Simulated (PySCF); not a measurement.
# F3H3NYb (Yb(F)3(NH3)-): the cost of one run

Method: several levels, as the steps say, no spin–orbit coupling; program: PySCF 2.14.0.

1 further run of the same task is left out (for a known fault of the program).

## Step 1: Where the work starts

8 atoms, charge -1, spin multiplicity 1.

Bond lengths: Yb1–F2 2.177 Å, Yb1–F3 2.177 Å, Yb1–F4 2.177 Å, Yb1–N5 2.635 Å, N5–H6 1.018 Å, N5–H7 1.018 Å, N5–H8 1.018 Å. Angles: F2–Yb1–F3 119.6°, F2–Yb1–F4 119.6°, F2–Yb1–N5 93.5°, F3–Yb1–F4 119.6°, F3–Yb1–N5 93.5°, F4–Yb1–N5 93.5°, Yb1–N5–H6 110.8°, Yb1–N5–H7 110.8°, Yb1–N5–H8 110.8°, H6–N5–H7 108.1°, H6–N5–H8 108.1°, H7–N5–H8 108.1°.

Geometry (Å):

```xyz
8
F3H3NYb
Yb    0.1358   -0.1358    0.1358
F     1.0995    1.5616    1.0995
F    -1.5616   -1.0995    1.0995
F     1.0995   -1.0995   -1.5616
N    -1.3855    1.3855   -1.3855
H    -1.9823    1.9823   -0.8169
H    -0.8169    1.9823   -1.9823
H    -1.9823    0.8169   -1.9823
```

Formal oxidation states: Yb +2. Each metal's 14 4f electrons lie in its core potential, so multiplicities, spins and levels count the valence alone. An earlier session relaxed this geometry at PBE0, Yb lcecp-0-SVP with ECP60, F def2-SVP, N def2-SVP, H def2-SVP (singlet, point group C3v).

At PBE0 on the finer grid: E = -388.686750 Eh, frontier levels not given, since the 4f levels lie in the core, Mulliken charge on Yb1 +0.64 e, largest force component 0.007 eV/Å. 

Levels to run: B3LYP; revPBE. Hardware: 2 threads of Intel Xeon at 2.50GHz (Skylake/Cascade Lake), shared host.

## Step 2: B3LYP

run.py (the lines that set the calculation)

```python
mol = gto.M(atom='''
Yb     0.13575    -0.13575     0.13575
F      1.09949     1.56164     1.09949
F     -1.56164    -1.09949     1.09949
F      1.09949    -1.09949    -1.56164
N     -1.38546     1.38546    -1.38546
H     -1.98233     1.98233    -0.81687
H     -0.81687     1.98233    -1.98233
H     -1.98233     0.81687    -1.98233''',
    basis={'Yb': 'lcecp-0-SVP', 'F': 'def2-SVP', 'N': 'def2-SVP', 'H': 'def2-SVP'},
    ecp={'Yb': 'lcecp-0-SVP'},
    charge=-1, spin=0)
mf = dft.RKS(mol, xc='B3LYP')
mf.grids.atom_grid = (75, 302)  # f atoms: unpruned, at least (60, 302)
mf = mf.density_fit()  # fitting sets: Yb AutoAux, F def2-universal-JKFIT, N def2-universal-JKFIT, H def2-universal-JKFIT
mf.conv_tol = 1e-08; mf.max_cycle = 55
mf.kernel(dm0)  # dm0: the density of the relaxed state
```

The run is started by

```
$ OMP_NUM_THREADS=2 python run.py
```

**Question.** How long does this run take on 2 threads of Intel Xeon at 2.50GHz (Skylake/Cascade Lake), shared host?

About 17 s.
